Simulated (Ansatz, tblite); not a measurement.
**SiHMe2(OEt) (C₄H₁₂OSi): one state, many levels**

Aim: run the singlet of SiHMe2(OEt) (C₄H₁₂OSi) at one geometry on many levels, and compare frontier levels, spin and run time.

Computed with Ansatz 0.2.0, Gaussian basis. Level: as each input shows.

Levels to be run: GFN1-xTB, GFN2-xTB, PBE-D4/def2-TZVP, r2SCAN-D4/def2-TZVP, BLYP-D4/def2-TZVP, ωB97M-V/def2-TZVP, LDA/def2-TZVP, PBE-D4/def2-SVP, PBE0-D4/def2-SVP, HF/STO-3G, CCSD(T)/def2-SVP, MP2/def2-TZVP.

2 further runs of the same task are left out: 2 set aside as unsound or not needed.

## (1) The structure

The geometry is that of the singlet, from an earlier relaxation (PBE-D4/def2-SVP).

18 atoms, charge 0, spin multiplicity 1.

Bond lengths: C1–Si6 1.886 Å, C1–H8 1.110 Å, C1–H9 1.110 Å, C1–H10 1.109 Å, C2–Si6 1.876 Å, C2–H11 1.108 Å, C2–H12 1.109 Å, C2–H13 1.109 Å, C3–C4 1.521 Å, C3–O5 1.419 Å, C3–H14 1.118 Å, C3–H15 1.118 Å, C4–H16 1.109 Å, C4–H17 1.109 Å, C4–H18 1.109 Å, O5–Si6 1.691 Å, Si6–H7 1.514 Å. Angles: Si6–C1–H8 110.8°, Si6–C1–H9 110.7°, Si6–C1–H10 111.7°, H8–C1–H9 108.0°, H8–C1–H10 107.5°, H9–C1–H10 108.0°, Si6–C2–H11 110.9°, Si6–C2–H12 110.6°, Si6–C2–H13 110.8°, H11–C2–H12 108.1°, H11–C2–H13 108.2°, H12–C2–H13 108.1°, C4–C3–O5 109.4°, C4–C3–H14 109.8°, C4–C3–H15 110.0°, O5–C3–H14 110.6°, O5–C3–H15 110.7°, H14–C3–H15 106.4° and more.

As a file:

```
atom    x (Å)    y (Å)    z (Å)
  C1   2.1196   0.7897  -0.2008
  C2  -0.4547   2.4647  -0.7003
  C3  -0.4187  -1.5708   0.5348
  C4  -1.5354  -2.5155   0.1189
  O5  -0.6150  -0.3088  -0.0830
 Si6   0.3138   1.0578   0.2743
  H7   0.2322   1.3284   1.7618
  H8   2.7232   1.6949   0.0195
  H9   2.2122   0.5712  -1.2847
 H10   2.5701  -0.0554   0.3590
 H11  -1.5231   2.5931  -0.4345
 H12  -0.3928   2.2642  -1.7893
 H13   0.0702   3.4201  -0.4947
 H14   0.5705  -2.0022   0.2432
 H15  -0.4018  -1.4668   1.6481
 H16  -1.4011  -3.5144   0.5812
 H17  -2.5205  -2.1130   0.4297
 H18  -1.5488  -2.6372  -0.9830
```

PBE0-D4/def2-TZVP was run before; its log isn't repeated, and its numbers join the tables.

## (2) GFN1-xTB

Tight binding, by tblite at 300 K electronic temperature and without a spin-polarisation term:

```python
tblite.interface.Calculator('GFN1-xTB', numbers, positions, charge=0, uhf=0).singlepoint()
```

Energy -586.6089 eV, HOMO -11.51 eV, LUMO -4.14 eV; 0.009 s.

## (3) GFN2-xTB

Tight binding, by tblite at 300 K electronic temperature and without a spin-polarisation term:

```python
tblite.interface.Calculator('GFN2-xTB', numbers, positions, charge=0, uhf=0).singlepoint()
```

Energy -558.0539 eV, HOMO -10.67 eV, LUMO -3.95 eV; 0.006 s.

## (4) PBE-D4/def2-TZVP

start.molden holds the orbitals of an earlier run on this state, given as this run's starting guess.

The input, in.yaml:

```yaml
crystal:
  periodic: [false, false, false]
  atoms:
    - {symbol: C, position_ang: [2.119628, 0.789719, -0.200849]}
    - {symbol: C, position_ang: [-0.454668, 2.464686, -0.700289]}
    - {symbol: C, position_ang: [-0.418698, -1.570825, 0.534810]}
    - {symbol: C, position_ang: [-1.535370, -2.515506, 0.118891]}
    - {symbol: O, position_ang: [-0.615011, -0.308761, -0.082976]}
    - {symbol: Si, position_ang: [0.313810, 1.057805, 0.274291]}
    - {symbol: H, position_ang: [0.232203, 1.328431, 1.761792]}
    - {symbol: H, position_ang: [2.723176, 1.694852, 0.019479]}
    - {symbol: H, position_ang: [2.212163, 0.571182, -1.284739]}
    - {symbol: H, position_ang: [2.570105, -0.055355, 0.359038]}
    - {symbol: H, position_ang: [-1.523082, 2.593147, -0.434547]}
    - {symbol: H, position_ang: [-0.392794, 2.264190, -1.789296]}
    - {symbol: H, position_ang: [0.070225, 3.420084, -0.494741]}
    - {symbol: H, position_ang: [0.570460, -2.002229, 0.243226]}
    - {symbol: H, position_ang: [-0.401769, -1.466766, 1.648107]}
    - {symbol: H, position_ang: [-1.401055, -3.514443, 0.581166]}
    - {symbol: H, position_ang: [-2.520485, -2.112994, 0.429684]}
    - {symbol: H, position_ang: [-1.548819, -2.637196, -0.983045]}
basis:
  gaussian: {orbitals: def2-TZVP, initial_orbitals: start.molden}
hamiltonian: {xc: pbe, dispersion: d4}
scf: {omitted_lower_state_checks: [starts]}
output: {forces: true, orbitals: {seedname: orbitals}}
```

The run is started by

```bash
> ansatz run in.yaml --threads 4 --pin off --events-out ev --progress --plain --max-ram 4787MiB
```

After this run come: r2SCAN-D4/def2-TZVP; BLYP-D4/def2-TZVP; ωB97M-V/def2-TZVP; LDA/def2-TZVP; PBE-D4/def2-SVP; PBE0-D4/def2-SVP; HF/STO-3G; CCSD(T)/def2-SVP; MP2/def2-TZVP.

**Question.** What will the summary of the whole plan be? Wanted: gap in def2-TZVP, named functionals, smallest and largest; correlation energy, CCSD(T)/def2-SVP; correlation energy, MP2/def2-TZVP; binding an atom, CCSD(T)/def2-SVP; PBE0 total energy, smallest basis above largest.

The runs gave:

| quantity | value |
| --- | --- |
| gap in def2-TZVP, named functionals, smallest and largest | 6.36 eV (LDA), 12.57 eV (ωB97M-V) |
| correlation energy, CCSD(T)/def2-SVP | -26.35 eV |
| correlation energy, MP2/def2-TZVP | -28.24 eV |
| binding an atom, CCSD(T)/def2-SVP | 3.795 eV |
| PBE0 total energy, smallest basis above largest | 9.95 eV (def2-SVP, def2-TZVP) |

What this shows: Over the named functionals in def2-TZVP the gap runs from 6.36 eV (LDA) to 12.57 eV (ωB97M-V); exact exchange widens it. A small miss in a minimal or small basis is a cancelling of errors, not accuracy. The functionals in def2-TZVP miss CCSD(T)/def2-SVP by +0.157 (BLYP-D4) to +0.683 eV (LDA) an atom. The yardstick is in a double-zeta basis, so levels in larger sets aren't compared like for like. CCSD(T)/def2-SVP isn't at the basis-set limit; small misses against it rank nothing.
